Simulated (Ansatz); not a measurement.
# FH3SSi, SMILES F[SiH2]S: the interaction energy of a dimer with the counterpoise correction

With Ansatz 0.2.0, Python API.

The cells in order, each with its output:

In [1]:
```python
import ansatz as az
```

In [2]:
```python
FIRST = [
    ("F", (-1.8459, 0.5638, -0.2587)),
    ("Si", (-0.4045, 0.0352, -0.3571)),
    ("S", (0.5134, 0.2613, 1.5344)),
    ("H", (-0.3559, -1.3907, -0.7175)),
    ("H", (0.3746, 0.7903, -1.3867)),
    ("H", (1.7183, -0.2599, 1.1855)),
]
SECOND = [
    ("F", (-3.4538, -1.7951, -3.394)),
    ("Si", (-4.612, -1.82, -2.3817)),
    ("S", (-4.2175, -0.3744, -0.8898)),
    ("H", (-5.9043, -1.4898, -3.0032)),
    ("H", (-4.7437, -3.1698, -1.7506)),
    ("H", (-5.3421, -0.5935, -0.1601)),
]
```

In [3]:
```python
def energy(atoms, ghosts=()):
    molecule = az.Crystal.molecule()
    for symbol, xyz in atoms:
        molecule = molecule.atom(symbol, xyz)
    calc = (
        molecule.calculation()
        .basis(gaussian="def2-SVPD")
        .functional("hf")
    )
    deck = calc.input()
    if ghosts:
        deck = deck.set(az.key.basis.gaussian.ghost_atoms, [{"symbol": s, "position_ang": list(xyz)} for s, xyz in ghosts])
    return az.Session.from_dict(deck).plan().execute().report["free_energy_ev"]
```

In [4]:
```python
# monomers in their own basis and in the basis of the dimer
both = energy(FIRST + SECOND)
alone = energy(FIRST) + energy(SECOND)
ghosted = energy(FIRST, SECOND) + energy(SECOND, FIRST)
print(f"dimer {both:.6f} eV")
print(f"interaction, uncorrected   {23.060548 * (both - alone):8.3f} kcal/mol")
print(f"interaction, counterpoise  {23.060548 * (both - ghosted):8.3f} kcal/mol")
print(f"basis-set superposition    {23.060548 * (alone - ghosted):8.3f} kcal/mol")
```
```text
dimer -42854.545810 eV
interaction, uncorrected      7.040 kcal/mol
interaction, counterpoise     8.233 kcal/mol
basis-set superposition       1.193 kcal/mol
```

Uncorrected it is 7.040 kcal/mol, with the counterpoise correction 8.233 kcal/mol; the difference, 1.193 kcal/mol, is the superposition error. In this basis both values are repulsive.

What to keep in mind:
- Total energies depend on the basis set; only differences at equal settings carry meaning.
- The dimer is a generated trial pose of unrelaxed monomers, not a minimum, so the figure is no binding energy, and the basis set is small.
- Hartree-Fock leaves correlation out, so bond, atomisation and ionisation energies come out well too low.
- This level lacks the dispersion part of the attraction (electrostatics and induction are there), which can decide the sign where the interaction is weak.
- Timing: 12 s on 1 thread of Arm Neoverse V2, on a shared host, peak memory 0.6 GiB.
